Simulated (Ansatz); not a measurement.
# AlGa3N4: the cost of one run

Method: DFT PBEsol, scalar-relativistic, plane waves, PAW, in Ansatz 0.2.0.

### Step 1. Starting point

The structure is cubic, space group P-43m (No. 215). Conventional cell: a = 4.468 Å, b = 4.468 Å, c = 4.468 Å, α = 90.00°, β = 90.00°, γ = 90.00°. Al (site symmetry -43m) is surrounded by 4 N at 1.90 Å. Around Ga (site symmetry -42m) lie 4 N at 1.95 Å. N (site symmetry 3m) is surrounded by 1 Al at 1.90 Å and 3 Ga at 1.95 Å.

As a file:

```cif
data_structure
_symmetry_space_group_name_H-M 'P-43m'
_symmetry_Int_Tables_number 215
_cell_length_a 4.4676
_cell_length_b 4.4676
_cell_length_c 4.4676
_cell_angle_alpha 90.000
_cell_angle_beta 90.000
_cell_angle_gamma 90.000
_cell_volume 89.17
loop_
_atom_site_label
_atom_site_type_symbol
_atom_site_symmetry_multiplicity
_atom_site_Wyckoff_symbol
_atom_site_fract_x
_atom_site_fract_y
_atom_site_fract_z
_atom_site_occupancy
Al1 Al 1 a 0.00000 0.00000 0.00000 1
Ga1 Ga 3 c 0.50000 0.50000 0.00000 1
N1 N 4 e 0.75505 0.75505 0.24495 1
```

It goes back to an entry of the Materials Project, which need not be the stable form.

This cell was relaxed beforehand with the same method: volume 11.15 Å³/atom, gap on the mesh 2.29 eV.

### Step 2. What is varied

The energy is mapped over a normal mode and a strain (zone-centre modes of the cell shown) (x along [1 0 0], y along [0 1 0], z along [0 0 1] of the conventional cell).

The axes are (1) amplitude of mode 4 (188 cm⁻¹), largest displacement in the unstrained cell: 7 values from −0.247 Å; (2) normal strain along x: 7 values from −7.00 %.

Nothing else is relaxed (the pattern is fixed in fractional coordinates). Energies count from the relaxed high-symmetry cell. Points are written as (first, second).

The modes come from a phonon run on the reference cell, made beforehand.

The patterns, per unit of each coordinate (Å):

```
atom      x1      y1      z1
 Al1   0.000   0.000   0.000
 Ga2   1.000   0.000   0.000
 Ga3  -1.000   0.000   0.000
 Ga4   0.000   0.000   0.000
  N5   0.000   0.309   0.309
  N6   0.000  -0.309  -0.309
  N7   0.000  -0.309   0.309
  N8   0.000   0.309  -0.309
```

### Step 3. Point (−0.165 Å, −7.00 %)

File input.yaml:

```yaml
crystal:
  lattice:
    - [4.1548469939, 0.0, 0.0]
    - [0.0, 4.4675774128, 0.0]
    - [0.0, 0.0, 4.4675774128]
  atoms:
    - { symbol: Al, position: [0.0, 0.0, 0.0] }
    - { symbol: Ga, position: [0.4631343825, 0.5000000673, 0.0] }
    - { symbol: Ga, position: [0.5368656175, 0.0, 0.4999994893] }
    - { symbol: Ga, position: [0.0, 0.4999999327, 0.5000005107] }
    - { symbol: "N", position: [0.7550465856, 0.7436685412, 0.2335759052] }
    - { symbol: "N", position: [0.7550462288, 0.2563311435, 0.7664241363] }
    - { symbol: "N", position: [0.2449537297, 0.7664242732, 0.7436686781] }
    - { symbol: "N", position: [0.2449534559, 0.2335760421, 0.2563312804] }
basis:
  ecutwfc: 520.0
kpoints:
  mp_grid: { grid: [6, 6, 6] }
hamiltonian:
  xc: pbesol
  pseudopotentials: { kind: paw, azcp: { folder: soft_1 } }
scf:
  occupations: { method: gaussian, width: 0.05 }
output:
  forces: true
  stress: true
  eigenvalues: true
  write_density: true
  write_potential: true
  elf: true
  volumetric_format: npy
```

On the command line:

```sh
$ ansatz run input.yaml --threads 2 --pin off --max-ram 4096MiB --backend cpu --events-out ev --progress --plain --runs-dir out
```

What time and memory should one allow on 2 threads of Arm Neoverse N1, shared host?

About 29 s, with a peak of 0.43 GiB.
